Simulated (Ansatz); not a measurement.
# Hf2MgO2: the cost of one run

Method: DFT PBE, scalar-relativistic, plane waves, PAW, in Ansatz 0.2.0.

## (1) The starting structure

It takes space group P4/nmm (No. 129, tetragonal). Conventional cell: a = 3.906 Å, b = 3.906 Å, c = 9.170 Å, α = 90.00°, β = 90.00°, γ = 90.00°. Mg (site symmetry 4mm) is surrounded by 8 Hf at 2.92 to 3.01 Å and 8 O at 2.93 to 3.10 Å. Hf (site symmetry -4m2) is surrounded by 4 O at 2.29 Å. Hf (site symmetry 4mm) is surrounded by 5 O at 2.18 to 2.30 Å. O (site symmetry -4m2) is surrounded by 4 Hf at 2.30 Å and 4 Mg at 3.10 Å. O (site symmetry 4mm) is surrounded by 5 Hf at 2.18 to 2.29 Å and 4 Mg at 2.93 Å.

Coordinates:

```
CELL_PARAMETERS angstrom
3.90574 0.00000 0.00000
0.00000 3.90574 0.00000
0.00000 0.00000 9.16957
ATOMIC_POSITIONS crystal
Mg 0.50000 0.00000 0.23706
Mg 0.00000 0.50000 0.76294
Hf 0.00000 0.00000 0.00000
Hf 0.50000 0.50000 0.00000
Hf 0.50000 0.00000 0.63266
Hf 0.00000 0.50000 0.36734
O 0.00000 0.00000 0.50000
O 0.50000 0.50000 0.50000
O 0.50000 0.00000 0.87028
O 0.00000 0.50000 0.12972
```

The cell is invented: species swapped into a database cell of EuCu2Sb2 (P4/nmm, No. 129), with Mg on the Eu sites, Hf on the Cu sites and O on the Sb sites. Lengths come from tabulated atomic sizes and are only a guess.

## (2) The guess as it stands, on a coarse mesh

File input.yaml:

```yaml
crystal:
  lattice:
    - [3.90574269, 0.0, 0.0]
    - [0.0, 3.90574269, 0.0]
    - [0.0, 0.0, 9.16956521]
  atoms:
    - { symbol: Mg, position: [0.5, 0.0, 0.23705797] }
    - { symbol: Mg, position: [0.0, 0.5, 0.76294203] }
    - { symbol: Hf, position: [0.0, 0.0, 0.0] }
    - { symbol: Hf, position: [0.5, 0.5, 0.0] }
    - { symbol: Hf, position: [0.5, 0.0, 0.63265514] }
    - { symbol: Hf, position: [0.0, 0.5, 0.36734486] }
    - { symbol: O, position: [0.0, 0.0, 0.5] }
    - { symbol: O, position: [0.5, 0.5, 0.5] }
    - { symbol: O, position: [0.5, 0.0, 0.87027919] }
    - { symbol: O, position: [0.0, 0.5, 0.12972081] }
basis:
  ecutwfc: 420
kpoints:
  mp_grid: { grid: [4, 4, 2] }
hamiltonian:
  xc: pbe
scf:
  occupations: { method: gaussian, width: 0.1 }
  lower_state_search: "off"
output:
  forces: true
  stress: true
  eigenvalues: true
```

Launch:

```console
$ ansatz run input.yaml --threads 1 --pin off --max-ram 2560MiB --backend cpu --events-out ev --progress --plain --runs-dir out
```

**Question.** How long does this run take on 1 thread of Intel Xeon Platinum 8375C at 2.90GHz (Ice Lake), shared host, and how much memory does it need?

About 10 s, with a peak of 0.51 GiB.
